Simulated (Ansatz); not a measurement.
BClH4Si, SMILES [SiH3]BCl: the interaction energy of a dimer with the counterpoise correction, run with the Python package of Ansatz (0.2.0).

`dimer.py`
```python
"""Interaction energy of two BClH4Si molecules, with the counterpoise correction."""

import ansatz as az

FIRST = [
    ("Si", (-0.6132, 0.4766, -0.2724)),
    ("B", (0.8607, -0.5712, 0.5298)),
    ("Cl", (1.5559, -1.8603, -0.3251)),
    ("H", (-1.7986, -0.3457, -0.5523)),
    ("H", (-0.2382, 1.0891, -1.5541)),
    ("H", (-1.0813, 1.578, 0.577)),
    ("H", (1.3146, -0.3666, 1.5971)),
]
SECOND = [
    ("Si", (2.6789, 1.883, -1.7404)),
    ("B", (2.1138, 3.1809, -0.3585)),
    ("Cl", (0.5278, 3.7812, -0.3482)),
    ("H", (2.578, 2.4315, -3.1001)),
    ("H", (1.8599, 0.6633, -1.7382)),
    ("H", (4.0681, 1.4338, -1.5917)),
    ("H", (2.8167, 3.5897, 0.4935)),
]

def energy(atoms, ghosts=()):
    molecule = az.Crystal.molecule()
    for symbol, xyz in atoms:
        molecule = molecule.atom(symbol, xyz)
    calc = (
        molecule.calculation()
        .basis(gaussian="def2-SVPD")
        .functional("PBE")
    )
    deck = calc.input()
    if ghosts:
        deck = deck.set(az.key.basis.gaussian.ghost_atoms, [{"symbol": s, "position_ang": list(xyz)} for s, xyz in ghosts])
    return az.Session.from_dict(deck).plan().execute().report["free_energy_ev"]

# monomers in their own basis and in the basis of the dimer
both = energy(FIRST + SECOND)
alone = energy(FIRST) + energy(SECOND)
ghosted = energy(FIRST, SECOND) + energy(SECOND, FIRST)
print(f"dimer {both:.6f} eV")
print(f"interaction, uncorrected   {(both - alone):8.3f} eV")
print(f"interaction, counterpoise  {(both - ghosted):8.3f} eV")
print(f"basis-set superposition    {(alone - ghosted):8.3f} eV")
```

How large is the interaction at this pose, and how much of it is basis-set superposition?

Uncorrected it is 0.200 eV, with the counterpoise correction 0.258 eV; the difference, 0.06 eV, is the superposition error. In this basis both values are repulsive.

What the script printed:

Running `python dimer.py` prints:
```text
dimer -42248.582494 eV
interaction, uncorrected      0.200 eV
interaction, counterpoise     0.258 eV
basis-set superposition       0.058 eV
```

What to keep in mind:
- Total energies depend on the basis set; only differences at equal settings carry meaning.
- The dimer is a generated trial pose of unrelaxed monomers, not a minimum, so the figure is no binding energy, and the basis set is small.
- This level lacks the dispersion part of the attraction (electrostatics and induction are there), which can decide the sign where the interaction is weak.
- Timing: 24 s on 1 thread of Intel(R) Xeon(R) Platinum 8375C CPU @ 2.90GHz (Ice Lake), on a shared host, peak memory 0.39 GiB.

(Lines on the test bed's own set-up are left out of the output.)
